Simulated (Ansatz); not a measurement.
# FH₆N₃Si, SMILES N[Si](N)(N)F: a ladder of methods at one geometry

Program: the Ansatz DFT code, driven from Python.

The script, `methods_fh6n3si.py`:
```python
"""FH6N3Si at several levels of theory."""

from pathlib import Path

import ansatz as az
from ase import Atoms
import numpy as np


def main() -> None:
    atoms = Atoms(["N", "Si", "N", "N", "F", "H", "H", "H", "H", "H", "H"], positions=[
        (-1.3002, -0.6722, 0.3161),
        (-0.135, 0.4325, -0.0188),
        (0.9691, 0.0589, 1.1031),
        (0.5968, -0.1487, -1.412),
        (-0.5518, 1.9379, -0.0849),
        (-2.2144, -0.1756, -0.0023),
        (-1.1845, -1.3903, -0.3475),
        (0.708, -0.7861, 1.5386),
        (0.9292, 0.7657, 1.8997),
        (0.9327, 0.6277, -1.8833),
        (1.3155, -0.7068, -1.088),
    ])
    geometry = az.Crystal.molecule_from_ase(atoms)

    model = geometry.calculation().basis(gaussian="def2-SVP")

    print("functional    E (Ha)        dipole (D)   HOMO (eV)  LUMO (eV)")
    for name in ["cam_b3lyp", "b3lyp", "revpbe", "lc_wpbe", "lda"]:
        data = model.functional(name).forces().orbitals().run(runs_dir="runs").report
        lines = Path(data["orbitals_path"]).read_text().splitlines()
        field_of = lambda key: [line.split("=")[1].strip() for line in lines if line.startswith(key)]
        orbitals = [(27.211386 * float(e), s, float(n)) for e, s, n in zip(field_of("Ene="), field_of("Spin="), field_of("Occup="))]
        homo = max(e for e, _, n in orbitals if n > 0.5)
        lumo = min(e for e, _, n in orbitals if n < 0.5)
        dipole = 4.803205 * np.linalg.norm(data["charge_distribution"]["dipole_moment_e_ang"])
        print(f"{name:10s} {data['free_energy_ev'] / 27.211386246:14.6f} {dipole:9.3f} {homo:11.3f} {lumo:10.3f}")


if __name__ == "__main__":
    main()
```

```console
$ python methods_fh6n3si.py
functional    E (Ha)        dipole (D)   HOMO (eV)  LUMO (eV)
cam_b3lyp     -556.898488     0.258      -8.176      2.131
b3lyp         -557.003606     0.247      -6.453      0.902
revpbe        -556.824160     0.236      -5.115      0.471
lc_wpbe       -556.752926     0.278      -9.636      3.607
lda           -553.828243     0.266      -5.233      0.178
```

What to keep in mind:
- These settings explore the input space; basis and method may be short of convergence.
- The geometry is a force-field or estimated start, not a minimum of this method, and the basis set is short of its limit. A lower total doesn't mark the better method: functionals have no common bound, and MP2 and coupled cluster aren't variational.
- b3lyp holds the VWN-RPA fit, as in Gaussian; the form of ORCA and Turbomole is b3lyp5.
- Levels such as HOMO and LUMO are orbital energies: with these approximate functionals they aren't the ionisation energy and electron affinity, and their gap isn't the fundamental gap.
- It ran for 18 s on 1 thread of Arm Neoverse V2, on a shared host, peak memory 0.31 GiB.
